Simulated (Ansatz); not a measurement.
# Cl2GeH2O: one species, many methods

An exercise on one series of results from a longer session: the logs are not shown, and one member is left open.

Computed with Ansatz 0.2.0, Gaussian basis. Level: functionals in def2-TZVPP, the program's frozen cores in correlated methods.

Levels to be run: LDA (SPW92), PBE-D4, revPBE-D4, BLYP-D4, r2SCAN-D4, B97M-V, PBE0-D4, B3LYP-D4, r2SCANh-D4, r2SCAN0-D4, HSE06-D4, BHLYP-D4, CAM-B3LYP-D4, LC-ωPBE, ωB97X-V, ωB97M-V, B2PLYP, PBE-QIDH; CCSD(T)/def2-SVP; CCSD(T)/def2-TZVPP; MP2/def2-QZVPP; extrapolation to the limit; RPA on PBE.

## The geometry

The geometry comes from an earlier relaxation with PBE0-D4 in a triple-zeta def2 set; it is a stationary point.

SMILES `[OH][GeH]([Cl])[Cl]`, 6 atoms, charge 0, spin multiplicity 1.

Atoms are counted from 1 here; the program's logs count them from 0.

Bond lengths: O1–Ge2 1.752 Å, O1–H5 0.961 Å, Ge2–Cl3 2.137 Å, Ge2–Cl4 2.137 Å, Ge2–H6 1.521 Å. Angles: Ge2–O1–H5 113.6°, O1–Ge2–Cl3 109.7°, O1–Ge2–Cl4 109.7°, O1–Ge2–H6 108.2°, Cl3–Ge2–Cl4 106.8°, Cl3–Ge2–H6 111.2°, Cl4–Ge2–H6 111.3°.

Set-up of the first run:

File in.yaml:

```yaml
crystal:
  periodic: [false, false, false]
  atoms:
    - {symbol: O, position_ang: [-0.160951, 1.291030, -0.614176]}
    - {symbol: Ge, position_ang: [-0.065448, -0.148801, 0.378946]}
    - {symbol: Cl, position_ang: [1.948470, -0.862572, 0.421721]}
    - {symbol: Cl, position_ang: [-1.252417, -1.700602, -0.487352]}
    - {symbol: H, position_ang: [0.126420, 1.152020, -1.521038]}
    - {symbol: H, position_ang: [-0.553975, 0.204925, 1.775698]}
basis:
  gaussian: {orbitals: def2-TZVPP}
hamiltonian: {xc: lda}
output: {orbitals: {seedname: orbitals}}
```

Steps of the session up to this table: LDA; PBE-D4 (GGA); revPBE-D4 (GGA); BLYP-D4 (GGA); r2SCAN-D4 (meta-GGA); B97M-V (meta-GGA); PBE0-D4 (hybrid); B3LYP-D4 (hybrid); r2SCANh-D4 (hybrid); r2SCAN0-D4 (hybrid); HSE06-D4 (hybrid); BHLYP-D4 (hybrid); CAM-B3LYP-D4 (range-separated); LC-ωPBE-D4 (range-separated; the results give it without D4); ωB97X-V (range-separated); ωB97M-V (range-separated); B2PLYP (double hybrid); PBE-QIDH (double hybrid).

One table of the session follows, with a row left open; its other results are not shown here.

It belongs to the step «Orbital energies across the functionals». 

| functional | HOMO (eV) | gap (eV) |
| --- | --- | --- |
| LDA (SPW92) | -7.85 | 5.78 |
| PBE-D4 | -7.70 | 5.90 |
| revPBE-D4 | -7.64 | 5.95 |
| BLYP-D4 | -7.54 | 5.78 |
| r2SCAN-D4 | -8.10 | 6.60 |
| B97M-V | ? | ? |
| PBE0-D4 | -9.23 | 8.44 |
| B3LYP-D4 | -8.92 | 7.80 |
| r2SCANh-D4 | -8.66 | 7.52 |
| r2SCAN0-D4 | -9.49 | 8.89 |
| HSE06-D4 | -8.82 | 7.67 |
| BHLYP-D4 | -10.55 | 10.79 |
| CAM-B3LYP-D4 | -10.61 | 10.85 |
| LC-ωPBE | -12.08 | 13.62 |
| ωB97X-V | -11.68 | 13.12 |
| ωB97M-V | -11.51 | 12.75 |

Q: Estimate the row for B97M-V from the others.

**Answer.** HOMO (eV): -8.19; gap (eV): 6.72. In the column «HOMO (eV)» it lies between r2SCANh-D4 (-8.66) and r2SCAN-D4 (-8.10).
